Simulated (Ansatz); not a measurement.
**BGeH₂+ (triplet): from Hartree-Fock to the top rungs, cc-pVTZ**

How much of the correlation energy of BGeH₂+ (triplet) does each wave-function method recover here?

The runs use Ansatz 0.2.0, Gaussian basis; cc-pVTZ, core rule «outside noble gas», up to 15 orbitals frozen.

To be run: UHF; CCSD(T) on ROHF; CCSD(T) on UHF; BCCD(T) on ROHF; CISD; CCSDT(Q) on ROHF; CCSDT(Q) on UHF; CASSCF and MRCISD+Q, 8 electrons in 10 orbitals; CASSCF and NEVPT2, 8 electrons in 10 orbitals.

15 further runs of the same task are left out: 2 for a known fault of the program, 3 that didn't finish, 10 set aside as unsound or not needed.

### Step 1. What is computed

The geometry is a PBE0/def2-TZVP stationary point (not a proven minimum) of the parent state, kept for this charge and spin. No spin-orbit coupling is included. The filled d shell of Ge may be among the frozen orbitals whatever the setting's name suggests; the logs give the count.

4 atoms, charge 1, spin multiplicity 3.

Atoms are counted from 1 here; the program's logs count them from 0.

Bond lengths: Ge1–B2 1.885 Å, Ge1–H3 1.520 Å, Ge1–H4 1.520 Å. Angles: B2–Ge1–H3 120.2°, B2–Ge1–H4 120.2°, H3–Ge1–H4 119.5°.

### Step 2. UHF

Input file in.yaml:

```yaml
crystal:
  periodic: [false, false, false]
  atoms:
    - {symbol: Ge, position_ang: [0.000000, 0.000000, -0.220401]}
    - {symbol: B, position_ang: [0.000000, 0.000000, 1.664781]}
    - {symbol: H, position_ang: [0.000000, 1.313392, -0.986177]}
    - {symbol: H, position_ang: [0.000000, -1.313392, -0.986177]}
basis:
  gaussian: {orbitals: cc-pVTZ}
total_charge: 1
magnetization: {spin_polarized: true, initial_magnetization: 2}
hamiltonian: {xc: hf}
output: {orbitals: {seedname: orbitals}}
```

Command:

```console
> ansatz run in.yaml --threads 1 --pin off --events-out ev --progress --plain --max-ram 8192MiB --backend cpu
```

After this run come: CCSD(T) on ROHF; CCSD(T) on UHF; BCCD(T) on ROHF; CISD; CCSDT(Q) on ROHF; CCSDT(Q) on UHF; CASSCF and MRCISD+Q, 8 electrons in 10 orbitals; CASSCF and NEVPT2, 8 electrons in 10 orbitals.

**Question.** What will the summary of the whole plan be? Wanted: UCCSDT(Q) below the RHF energy; RMP2 from UCCSDT(Q); UMP2 from UCCSDT(Q); RCCSD from UCCSDT(Q); RCCSD(T) from UCCSDT(Q); UCCSD(T) from UCCSDT(Q); RCCSDT(Q) from UCCSDT(Q); NEVPT2 valence from UCCSDT(Q); MRCISD+Q valence from UCCSDT(Q).

The runs gave:

| quantity | value |
| --- | --- |
| UCCSDT(Q) below the RHF energy | -4.6356 eV |
| RMP2 from UCCSDT(Q) | +24.08 kcal/mol |
| UMP2 from UCCSDT(Q) | +24.03 kcal/mol |
| RCCSD from UCCSDT(Q) | +4.60 kcal/mol |
| RCCSD(T) from UCCSDT(Q) | +1.07 kcal/mol |
| UCCSD(T) from UCCSDT(Q) | +1.01 kcal/mol |
| RCCSDT(Q) from UCCSDT(Q) | +0.06 kcal/mol |
| NEVPT2 valence from UCCSDT(Q) | +16.03 kcal/mol |
| MRCISD+Q valence from UCCSDT(Q) | +0.94 kcal/mol |
| levels within 1 kcal/mol (43 meV) | RCCSDT, UCCSDT, RCCSDT(Q), MRCISD+Q valence |
| T1 diagnostic | 0.029 |
| effectively unpaired electrons | 2.03 |

In words: RCCSD(T) lands +1.07 kcal/mol from the yardstick (1.0 % of the correlation energy). One determinant dominates. Of the multireference levels listed MRCISD+Q valence comes nearest in total energy (+0.94 kcal/mol), which doesn't show that its space is the better one. These misses are within one basis, not against nature; the frozen cores of restricted and unrestricted runs differ, which can shift their rows.
